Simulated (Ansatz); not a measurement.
# Pt2W (Immm) in Ansatz: further runs

Runs on Pt2W. Level: LDA. Tasks: single point, equation of state.

Everything below comes from runs of Ansatz 0.2.0. Logs are shortened: lines on timing, memory, paths and dates and some standing lists are left out, and cuts for length are marked.

### Step 1. The crystal as given

Symmetry: Immm, No. 71, orthorhombic system. Conventional cell: a = 2.773 Å, b = 3.964 Å, c = 8.307 Å, α = 90.00°, β = 90.00°, γ = 90.00°. Around Pt (site symmetry mm2) lie 7 Pt at 2.71 to 2.82 Å and 5 W at 2.77 to 2.80 Å. W (site symmetry mmm) has 2 W at 2.77 Å and 10 Pt at 2.77 to 2.80 Å as nearest neighbours.

The cell comes from a database or a generator and needn't be the stable form of this composition.

### Step 2. Single point, LDA, 14.30 Å³/atom (volume scaled by 0.94)

Contents of input.yaml:

```yaml
crystal:
  lattice:
    - [-1.3580651201, 1.9417385137, 4.0684785496]
    - [1.3580651201, -1.9417385137, 4.0684785496]
    - [1.3580651201, 1.9417385137, -4.0684785496]
  atoms:
    - { symbol: Pt, position: [0.3367753, 0.3367753, 0.0] }
    - { symbol: Pt, position: [0.6632247, 0.6632247, 0.0] }
    - { symbol: W, position: [0.0, 0.0, 0.0] }
hamiltonian:
  xc: lda
  pseudopotentials: { kind: paw }
kpoints:
  mp_grid: { grid: [12, 12, 12] }
scf:
  occupations: { method: fermi_dirac, width: 0.05 }
output:
  forces: true
  stress: true
  eigenvalues: true
```

Potentials or basis: Ansatz PAW.

Started as:

```bash
$ ansatz run input.yaml --threads 2 --pin off --max-ram 5632MiB --backend cpu --events-out ev --progress --plain --runs-dir out
```

The log of the run:

```text
Warning: RAYON_NUM_THREADS=2 ignored (pool sized by the plan → 2); use --threads N
basis.fft_grid_basis auto: the FFT boxes are laid along the combinations [[1, 0, 1], [0, 1, 1], [0, 0, 1]] of the cell's own vectors, 3.883, 2.716 and 4.708 Å long. The dense box has 27×20×32 points. Along the cell's own vectors, as sized, it would have 32×32×32, 1.90 times as many. Of the 8 symmetry operations that the crystal satisfies within crystal.symmetry.tolerance (time reversal apart; of a slab, those that keep its plane) the dense box along the cell's own vectors carries 8, and the one as laid loses 6 of those. basis.fft_grid_basis: typed keeps the cell's own vectors: state it where this run's energies or levels are differenced outside the engine with another run's, or held beside a run that keeps those vectors.
Engine: ansatz 0.2.0, aarch64-unknown-linux-gnu
Pseudopotentials: kind: paw
Pseudopotential: Pt, paw, valence charge 18, recommended cutoff 420 eV (normal), Pt.paw.azcp
Pseudopotential: W, paw, valence charge 14, recommended cutoff 420 eV (normal), W.paw.azcp
Functional definition: SPW92
  exchange = slater_x
  correlation = pw_c
Crystal: 3 atoms, lattice volume = 42.914 Å³
Basis set: ecut = 420 eV, 843 PW (Γ), FFT grids on a1+a3, a2+a3, a3
Bands: 30, of which v1, the nominal top of the filled ones, is band 25 counted from 1 (24 counted from 0)
Symmetry: 8 space group operations
Space group: Immm (ITA 71), of the structure as read, at distance tolerance 3.5e-5 Å
k-points: 280 of 1728
Non-local potential: Pt, projectors of the file, l = 0: 3, l = 1: 2, l = 2: 2, l = 3: 1
Non-local potential: W, projectors of the file, l = 0: 3, l = 1: 2, l = 2: 2, l = 3: 1
PAW form: soft (Blöchl's): semilocal exchange-correlation on the pseudo side does not see the compensation charge
PAW frozen core: Pt, regenerated for the run's functional, and the local potential with it (the file was generated under x = pbe(κ = 0.804, μ = 0.2195149727645171), c = pbe(β = 0.06672455060314922))
PAW frozen core: W, regenerated for the run's functional, and the local potential with it (the file was generated under x = pbe(κ = 0.804, μ = 0.2195149727645171), c = pbe(β = 0.06672455060314922))
PAW one-centre angular grid: Pt, 590 points (default); XC on 64 Gauss nodes
PAW one-centre angular grid: W, 590 points (default); XC on 64 Gauss nodes
Initial density: superposition of atomic densities (neutral atoms: chi_scale 0, normalization atom), corrected by the library's trained network
Initial wavefunctions: pseudopotential atomic-orbital guess
Functional: x = slater, c = lda
SCF iter   1: F=—  HF=-34620.968090 eV  |F-HF|=—  |Δ(HF+E_count)|=         —  Δρ=9.41e-3  dr2=2.96e-2  ethr=1.77e-3  ⟨swp⟩=5.9  Hψ=31137  notcnv=0
preconditioner: auto → Kerker (q_TF=auto, 2.799 Å⁻¹)  [metal: Δε(μ)=0.022 eV  Ē_g=7.182 eV  σ=0.050 eV  W_gap=0.11  n_scr=10 (ndim 8)  ℏωp=28.9 eV  f_vac=0.000  D(μ)=1.34/eV (n_scr^D=6)]
SCF iter   2: F=—  HF=-34620.966076 eV  |F-HF|=—  |Δ(HF+E_count)|=   2.01e-3  Δρ=5.00e-3  dr2=7.88e-3  ethr=5.93e-5  ⟨swp⟩=1.7  Hψ=11439  notcnv=0
SCF iter   3: F=—  HF=-34620.964851 eV  |F-HF|=—  |Δ(HF+E_count)|=   1.22e-3  Δρ=5.35e-4  dr2=9.60e-5  ethr=1.58e-5  ⟨swp⟩=1.8  Hψ=10471  notcnv=0
SCF iter   4: F=—  HF=-34620.964832 eV  |F-HF|=—  |Δ(HF+E_count)|=   1.92e-5  Δρ=1.07e-4  dr2=3.73e-6  ethr=1.92e-7  ⟨swp⟩=2.3  Hψ=13148  notcnv=0
iter 5 did not close the SCF: its close was put off for the readings that it lacked (scf_convergence_deferred on its scf_iter line)
SCF iter   5: F=-34620.964832 eV  HF=-34620.964832 eV  |F-HF|=2.74e-8  |Δ(HF+E_count)|=   4.74e-7  Δρ=1.68e-5  dr2=7.85e-8  ethr=7.46e-9  ⟨swp⟩=2.1  Hψ=11159  notcnv=0
SCF iter   6: F=-34620.964832 eV  HF=-34620.964832 eV  |F-HF|=3.57e-9  |Δ(HF+E_count)|=   1.36e-8  Δρ=3.80e-6  dr2=6.34e-9  ethr=1.57e-10  ⟨swp⟩=2.7  Hψ=29603  notcnv=0
SCF 1 converged in 6 iterations: F = -34620.964832 eV  dr2 = 6.34e-9
SCF converged after 6 iterations
Free energy (F): -34620.964832 eV
Harris-Foulkes:  -34620.964832 eV  (|F-HF|=3.57e-9)
Internal energy: -34620.953582 eV  (E = F + TS)
E sigma→0 (E₀):  -34620.959207 eV
Entropy (-TS):   -0.011250 eV (-3.750 meV/atom)
Fermi energy:    25.244842 eV
--- Per-component energies (eV) ---
  E_band       = -273.788001
  E_kinetic    = 1736.186486
  E_local      = -3416.893709  (includes V_loc(G=0)·N_el)
  E_nonlocal   = 417.328868
  E_hartree    = 1280.524857
  E_xc         = -790.714032
  E_vxc        = -850.784171  (∫ρ·V_xc dr)
  E_paw        = -26664.988297  (= ΣΔE_a)
  E_vpaw       = -720.673924  (= ΣTr[D̂ρ^β])
  E_aug_tail   = 0.000260  (compensation charges beyond the density's cutoff)
  E_ewald      = -7183.608906
  E_core_change = 1.210892  (= ΣΔE_core)
  E_smearing   = -0.011250  (= −TS)
  E_closure    = -0.000000  (closes the sum)
  Σ components = -34620.964832   (vs F -34620.964832, Δ=0.00e0)
--- Forces (eV/Å), atoms counted from 1 ---
  atom   1  Pt     0.00000000     0.00000000    -0.10234522
  atom   2  Pt     0.00000000     0.00000000     0.10234522
  atom   3  W      0.00000000     0.00000000     0.00000000
  max |Σ_I F_I| component: 2.78e-17 eV/Å
--- Stress (GPa, compression-positive) ---
       10.837466       0.000000       0.000000
        0.000000       9.518002       0.000000
        0.000000       0.000000      10.424521
  P = ⅓ Tr σ = 10.2600 GPa (102.600 kbar)
--- Band table (eV; the first three rows and the last of 280) ---
  k-point 0: bands = ["-74.1209", "-74.0864", "-49.2517", "-28.4474", "-28.3794", "-28.1652", "-28.1476", "-28.0682", "-27.9941", "-13.5769", "-13.5299", "-12.9256", "14.1179", "18.3570", "19.0098", "19.6686", "19.8865", "20.5308", "20.7900", "21.1029", "21.8433", "22.5416", "22.8778", "22.8960", "23.8629", "24.3684", "26.7573", "27.9719", "29.4358", "31.6824"]
  k-point 1: bands = ["-74.1191", "-74.0862", "-49.2473", "-28.4456", "-28.3731", "-28.1682", "-28.1514", "-28.0804", "-28.0178", "-13.5690", "-13.5254", "-12.9934", "14.4289", "18.5508", "19.1824", "19.6186", "19.7171", "20.5097", "20.5754", "21.0515", "21.9654", "22.2382", "22.6287", "22.8693", "24.4287", "24.5086", "26.4842", "27.9375", "30.1263", "32.0102"]
  k-point 2: bands = ["-74.1141", "-74.0856", "-49.2353", "-28.4396", "-28.3555", "-28.1811", "-28.1753", "-28.1006", "-28.0791", "-13.5484", "-13.5118", "-13.1751", "15.2753", "19.0542", "19.1999", "19.3641", "19.5449", "20.4423", "20.4596", "20.8764", "21.7545", "22.0830", "22.9395", "23.0578", "24.6515", "24.9087", "26.1255", "27.5793", "31.6417", "32.1982"]
  k-point 279: bands = ["-74.1105", "-74.0968", "-49.2521", "-28.4038", "-28.3459", "-28.2458", "-28.1407", "-28.0861", "-27.9761", "-13.5917", "-13.5256", "-12.9241", "16.7892", "16.9772", "17.3374", "17.8401", "19.4711", "20.7945", "20.8543", "21.7492", "21.8701", "22.8174", "22.9898", "23.2512", "24.2237", "26.8516", "27.2088", "27.2862", "27.7684", "28.3639"]
```

It took 7.6 s on 2 threads of Arm Neoverse V1, shared host; peak memory 0.52 GiB.

What came out:

```
Free energy            : -34620.9648 eV
Pressure               : 10.3 GPa
Largest force          : 0.102 eV/Å
Band gap on the k mesh : none (metal or under the smearing width)
```

Caveat: the PAW data sets come from PBE, with cores solved anew for the run's functional, which leaves a small shift of forces and pressure.

### Step 3. Single point, LDA, 14.61 Å³/atom (volume scaled by 0.96)

input.yaml: that of step 2 with these lines changed.

```diff
@@ -2,5 +2,5 @@
   lattice:
-    - [-1.3580651201, 1.9417385137, 4.0684785496]
-    - [1.3580651201, -1.9417385137, 4.0684785496]
-    - [1.3580651201, 1.9417385137, -4.0684785496]
+    - [-1.3676292741, 1.9554131791, 4.097130751]
+    - [1.3676292741, -1.9554131791, 4.097130751]
+    - [1.3676292741, 1.9554131791, -4.097130751]
   atoms:
@@ -20 +20,5 @@
   eigenvalues: true
+  write_density: true
+  write_potential: true
+  elf: true
+  volumetric_format: npy
```

Potentials or basis: Ansatz PAW.

Started as:

```bash
$ ansatz run input.yaml --threads 2 --pin off --max-ram 5632MiB --backend cpu --events-out ev --progress --plain --runs-dir out
```

Run time: 12 s. Hardware: 2 threads of Arm Neoverse V1, shared host; peak memory 0.53 GiB.

Results (log left out):

- Free energy: -34621.0006 eV
- Pressure: 2.4 GPa
- Largest force: 0.049 eV/Å
- Band gap on the k mesh: none (metal or under the smearing width)

Caveat: the PAW data sets come from PBE, with cores solved anew for the run's functional, which leaves a small shift of forces and pressure.

### Step 4. Single point, LDA, 14.91 Å³/atom (volume scaled by 0.98)

Contents of input.yaml:

```yaml
crystal:
  lattice:
    - [-1.3770614982, 1.9688992134, 4.1253877181]
    - [1.3770614982, -1.9688992134, 4.1253877181]
    - [1.3770614982, 1.9688992134, -4.1253877181]
  atoms:
    - { symbol: Pt, position: [0.3367753, 0.3367753, 0.0] }
    - { symbol: Pt, position: [0.6632247, 0.6632247, 0.0] }
    - { symbol: W, position: [0.0, 0.0, 0.0] }
hamiltonian:
  xc: lda
  pseudopotentials: { kind: paw }
kpoints:
  mp_grid: { grid: [12, 12, 12] }
scf:
  occupations: { method: fermi_dirac, width: 0.05 }
output:
  forces: true
  stress: true
  eigenvalues: true
```

Started as:

```bash
$ ansatz run input.yaml --threads 2 --pin off --max-ram 5632MiB --backend cpu --events-out ev --progress --plain --runs-dir out
```

It took 7.4 s on 2 threads of Arm Neoverse V1, shared host; peak memory 0.52 GiB.

The run converged. Its results:

* Free energy: -34620.9943 eV
* Pressure: -4.5 GPa
* Band gap on the k mesh: none (metal or under the smearing width)

Caveat: the PAW data sets come from PBE, with cores solved anew for the run's functional, which leaves a small shift of forces and pressure.

### Step 5. Single point, LDA, 15.22 Å³/atom

input.yaml: that of step 4 with these lines changed.

```diff
@@ -2,5 +2,5 @@
   lattice:
-    - [-1.3770614982, 1.9688992134, 4.1253877181]
-    - [1.3770614982, -1.9688992134, 4.1253877181]
-    - [1.3770614982, 1.9688992134, -4.1253877181]
+    - [-1.38636625, 1.98220299, 4.153262805]
+    - [1.38636625, -1.98220299, 4.153262805]
+    - [1.38636625, 1.98220299, -4.153262805]
   atoms:
@@ -20 +20,5 @@
   eigenvalues: true
+  write_density: true
+  write_potential: true
+  elf: true
+  volumetric_format: npy
```

Started as:

```bash
$ ansatz run input.yaml --threads 2 --pin off --max-ram 5632MiB --backend cpu --events-out ev --progress --plain --runs-dir out
```

Run time: 13 s. Hardware: 2 threads of Arm Neoverse V1, shared host; peak memory 0.54 GiB.

It converged, with:

```yaml
Free_energy: -34620.9510 eV
Pressure: -10.6 GPa
Largest_force: 0.046 eV/Å
Band_gap_on_the_k_mesh: none (metal or under the smearing width)
```

Caveat: the PAW data sets come from PBE, with cores solved anew for the run's functional, which leaves a small shift of forces and pressure.

### Step 6. Single point, LDA, 15.52 Å³/atom (volume scaled by 1.02)

Contents of input.yaml:

```yaml
crystal:
  lattice:
    - [-1.395547751, 1.9953305447, 4.1807686583]
    - [1.395547751, -1.9953305447, 4.1807686583]
    - [1.395547751, 1.9953305447, -4.1807686583]
  atoms:
    - { symbol: Pt, position: [0.3367753, 0.3367753, 0.0] }
    - { symbol: Pt, position: [0.6632247, 0.6632247, 0.0] }
    - { symbol: W, position: [0.0, 0.0, 0.0] }
hamiltonian:
  xc: lda
  pseudopotentials: { kind: paw }
kpoints:
  mp_grid: { grid: [12, 12, 12] }
scf:
  occupations: { method: fermi_dirac, width: 0.05 }
output:
  forces: true
  stress: true
  eigenvalues: true
```

Potentials or basis: Ansatz PAW.

Started as:

```bash
$ ansatz run input.yaml --threads 2 --pin off --max-ram 5632MiB --backend cpu --events-out ev --progress --plain --runs-dir out
```

Run time: 8 s. Hardware: 2 threads of Arm Neoverse V1, shared host; peak memory 0.52 GiB.

Results (log left out):

| Item | Value |
| --- | --- |
| Free energy | -34620.8747 eV |
| Pressure | -16.0 GPa |
| Largest force | 0.088 eV/Å |
| Band gap on the k mesh | none (metal or under the smearing width) |

Caveat: the PAW data sets come from PBE, with cores solved anew for the run's functional, which leaves a small shift of forces and pressure.

### Step 7. Single point, LDA, 15.83 Å³/atom (volume scaled by 1.04)

input.yaml: that of step 6 with these lines changed.

```diff
@@ -2,5 +2,5 @@
   lattice:
-    - [-1.395547751, 1.9953305447, 4.1807686583]
-    - [1.395547751, -1.9953305447, 4.1807686583]
-    - [1.395547751, 1.9953305447, -4.1807686583]
+    - [-1.4046100033, 2.0082875996, 4.2079172674]
+    - [1.4046100033, -2.0082875996, 4.2079172674]
+    - [1.4046100033, 2.0082875996, -4.2079172674]
   atoms:
```

Started as:

```bash
$ ansatz run input.yaml --threads 2 --pin off --max-ram 5632MiB --backend cpu --events-out ev --progress --plain --runs-dir out
```

Run time: 8.1 s. Hardware: 2 threads of Arm Neoverse V1, shared host; peak memory 0.53 GiB.

It converged, with:

| Item | Value |
| --- | --- |
| Free energy | -34620.7695 eV |
| Pressure | -20.8 GPa |
| Largest force | 0.128 eV/Å |
| Band gap on the k mesh | none (metal or under the smearing width) |

Caveat: the PAW data sets come from PBE, with cores solved anew for the run's functional, which leaves a small shift of forces and pressure.

### Step 8. Single point, LDA, 16.13 Å³/atom (volume scaled by 1.06)

input.yaml: that of step 7 with these lines changed.

```diff
@@ -2,5 +2,5 @@
   lattice:
-    - [-1.4046100033, 2.0082875996, 4.2079172674]
-    - [1.4046100033, -2.0082875996, 4.2079172674]
-    - [1.4046100033, 2.0082875996, -4.2079172674]
+    - [-1.4135568051, 2.0210795852, 4.2347200109]
+    - [1.4135568051, -2.0210795852, 4.2347200109]
+    - [1.4135568051, 2.0210795852, -4.2347200109]
   atoms:
```

Started as:

```bash
$ ansatz run input.yaml --threads 2 --pin off --max-ram 5632MiB --backend cpu --events-out ev --progress --plain --runs-dir out
```

It took 8.3 s on 2 threads of Arm Neoverse V1, shared host; peak memory 0.53 GiB.

The run converged. Its results:

```
Free energy            : -34620.6387 eV
Pressure               : -25.0 GPa
Largest force          : 0.164 eV/Å
Band gap on the k mesh : none (metal or under the smearing width)
```

Caveat: the PAW data sets come from PBE, with cores solved anew for the run's functional, which leaves a small shift of forces and pressure.

### Step 9. Equation of state, LDA

Potentials or basis: Ansatz PAW.

No new run: the results of the series are fitted here.

What came out:

```
Equilibrium volume                        : 14.71 Å³/atom
Bulk modulus at fixed shape and positions : 341 GPa
Pressure derivative of the bulk modulus   : 5.0
```

Energy against volume, from the lowest point:
```
volume (Å³/atom)  energy (meV/atom)
          14.305              11.91
          14.609               0.00
          14.914               2.08
          15.218              16.53
          15.522              41.94
          15.827              77.02
          16.131             120.63
```

Caveat: the cell was scaled at fixed shape and fractional positions, which overstates the stiffness of a crystal with free parameters, most of all of layers and chains.
